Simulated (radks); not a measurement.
**Nuclear size and the levels of Xe⁺**

The task here is to estimate one member of a computed series from the others.

Method: Dirac Kohn-Sham, relativistic LDA (MacDonald-Vosko exchange, VWN5 correlation), spin-unpolarised, spherical densities, finite nucleus; open shells fill j = l - 1/2 first. Code: radks (a radial shooting solver on a logarithmic mesh, Libxc functionals) version 1.

### Starting point

- element: xenon (Z = 54)
- charge: +1
- electrons: 53
- configuration: [Kr] 4d10 5s2 5p5
- nuclear rms radius: 4.7859 fm

Set-up of the first run:

Input:

```text
Z 54
configuration [Kr] 4d10 5s2 5p5 6s0 4f0
relativity Dirac
functional lda_x_rel,vwn5
spin unpolarised
j_filling energy
nucleus finite rms 4.7859 fm
c 137.035999084
```

Among the steps run: rms radius 4.7859 fm.

One table of the session follows, with a row left open; its other results are not shown here.

It belongs to the step «rms radius 4.7859 fm». Radial density 4πr²ρ:

| r (bohr) | 4πr²ρ (e/bohr) |
| --- | --- |
| 0.000930 | 1.845 |
| 0.00156 | 4.483 |
| 0.00263 | 10.40 |
| 0.00442 | 22.29 |
| 0.00744 | ? |
| 0.0125 | 63.77 |
| 0.0212 | 70.58 |
| 0.0357 | 62.14 |
| 0.0601 | 79.55 |
| 0.101 | 85.34 |
| 0.170 | 66.34 |
| 0.286 | 68.88 |
| 0.481 | 25.70 |
| 0.808 | 26.10 |
| 1.36 | 7.458 |
| 2.29 | 3.352 |
| 3.88 | 0.3203 |

Estimate the missing values for r (bohr) = 0.00744.

Worked estimate for «4πr²ρ (e/bohr)». A straight line through the neighbours (0.00442, 22.29) and (0.0125, 63.77) gives 22.29 + (63.77 − 22.29) × (0.00744 − 0.00442) / (0.0125 − 0.00442) = 37.79; a parabola fitted to 4 rows on both sides gives 42.00.

As computed: 4πr²ρ (e/bohr): 41.94. In «4πr²ρ (e/bohr)» the line misses by -4.15 and the parabola by +0.06.
